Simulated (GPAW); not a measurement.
A run of GPAW 26.7.0 is set up as follows.

The input run.py:

```python
from ase import Atoms
from ase.filters import FrechetCellFilter
from ase.io import write
from ase.optimize import BFGS
from ase.units import GPa
from gpaw import GPAW, PW, setup_paths

setup_paths.insert(0, '.')

atoms = Atoms(['Pd', 'Al', 'Al', 'Al'],
              cell=[[3.94691, 0.0, 0.0],
                    [0.0, 3.94691, 0.0],
                    [0.0, 0.0, 3.94691]],
              scaled_positions=[[0.0, 0.0, 0.0],
                                [0.5, 0.5, 0.0],
                                [0.5, 0.0, 0.5],
                                [0.0, 0.5, 0.5]],
              pbc=True)

calc = GPAW(mode=PW(600),
            xc='PBEsol',
            kpts={'size': (7, 7, 7), 'gamma': True},
            occupations={'name': 'fermi-dirac', 'width': 0.05},
            nbands=26,
            convergence={'density': 1e-05, 'forces': 0.0001},
            maxiter=150,
            txt='gpaw.txt')
atoms.calc = calc
opt = BFGS(FrechetCellFilter(atoms, scalar_pressure=5 * GPa), trajectory='relax.traj', logfile='-')
done = opt.run(fmax=0.02, steps=60)
calc.write('gs.gpw')
write('result.traj', atoms)
print('Converged:', done)
print('Cell:', atoms.cell.cellpar().round(4))
print('Volume:', round(atoms.get_volume(), 4))
print(atoms.get_scaled_positions().round(5))
```

Potentials or basis: PAW data sets generated in the run's folder for this functional, pw.

Command:

```sh
$ gpaw-setup -f PBEsol Al Pd
$ OMP_NUM_THREADS=1 python run.py
```

Task: Estimate the relaxed cell.

Result: a = 3.879 Å, b = 3.879 Å, c = 3.879 Å, α = 90.00°, β = 90.00°, γ = 90.00°.

Task: Estimate the band gap on the k mesh.

Result: None (metal or under the smearing width).

The path:
```csv
step,energy change (eV),largest force (eV/Å),pressure (GPa),volume (Å³)
1,0.0000,0.0000,-1.50,61.49
2,-0.0029,0.0000,-0.75,61.08
3,0.0366,0.0000,5.41,58.18
4,0.0308,0.0000,4.98,58.37
```

Caveat: later steps reuse the first step's grids.
